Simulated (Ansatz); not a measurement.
# MoCO (singlet): wave-function methods side by side at a displaced geometry (v1), def2-SVP

The task here is to estimate one member of a computed series from the others.

Computed with Ansatz 0.2.0, Gaussian basis. Level: def2-SVP, core rule «outside noble gas», up to 6 orbitals frozen.

To be run: UHF; CCSD(T) on RHF; CCSD(T) on UHF; CISD; CCSDT(Q) on RHF; CASSCF and NEVPT2, 8 electrons in 8 orbitals.

16 further runs of the same task are left out: 11 that didn't finish, 5 set aside as unsound or not needed. Runs told in other sessions of the task aren't counted.

### The system

The geometry is a PBE0/def2-TZVP stationary point (not a proven minimum) with its atoms shifted at random (size 0.040 Å). No spin-orbit coupling is included. Elements past krypton take def2 core potentials.

3 atoms, charge 0, spin multiplicity 1.

Atoms are counted from 1 here; the program's logs count them from 0.

Bond lengths: Mo1–C2 1.834 Å, C2–O3 1.136 Å. Angles: Mo1–C2–O3 175.7°.

The first run:

in.yaml

```yaml
crystal:
  periodic: [false, false, false]
  atoms:
    - {symbol: Mo, position_ang: [-0.015433, -0.009008, -1.600660]}
    - {symbol: C, position_ang: [-0.016266, -0.025151, 0.233487]}
    - {symbol: O, position_ang: [0.031698, 0.034159, 1.367173]}
basis:
  gaussian: {orbitals: def2-SVP}
magnetization: {spin_polarized: true, initial_magnetization: 0}
hamiltonian: {xc: hf}
output: {orbitals: {seedname: orbitals}}
```

On the command line:

```bash
$ ansatz run in.yaml --threads 1 --pin off --events-out ev --progress --plain --max-ram 2393MiB
```

Steps of the session up to this table: UHF; CCSD(T) on RHF; CCSD(T) on UHF; CISD; CCSDT(Q) on RHF; CASSCF and NEVPT2, 8 electrons in 8 orbitals.

One of the session's tables, all rows but one given; the rest of the session is left out.

It belongs to the step «Misses and costs». 

| method | from RCCSDT(Q) (kcal/mol) |
| --- | --- |
| UHF | +280.52 |
| RMP2 | +35.75 |
| UMP2 | +26.65 |
| RCCSD | +29.20 |
| UCCSD | +6.85 |
| RCCSD(T) | +9.24 |
| UCCSD(T) | -15.25 |
| RCCSDT | ? |
| RCCSDT(Q) | 0 |

Q: Estimate the row for RCCSDT from the others.

**Answer.** from RCCSDT(Q) (kcal/mol): +5.06. In the column «from RCCSDT(Q) (kcal/mol)» it lies between RCCSDT(Q) (0) and UCCSD (+6.85).

Not comparable, so not listed: CISD (they don't share determinant, frozen orbitals or solution with the rows shown, or repeat one).

Left out of the table: CASSCF frontier, NEVPT2 frontier (the active space lost an orbital or holds another state than full CI finds).

Limits of these values: The determinant of CCSD(T) (⟨S²⟩ 2.16) is far from a pure spin state, so its energy mixes those of several spin states; high orders of coupled cluster remove much of that, low ones don't. The report flags that the cluster equations may have other roots. Left out of the table: RHF (another determinant or state than the rows shown). The program flags RCCSD(T), UCCSD(T), RCCSDT(Q) as in doubt, so the zero of the table is itself unsure. Warnings: restricted reference is unstable; spin contamination; coupled cluster took another determinant than the lowest; large T1 diagnostic. Restricted and unrestricted rows rest on different reference determinants; a gap between their highest levels can come from leftover correlation error, from unlike frozen cores or from another state. Warnings in the runs' records: passed over end.
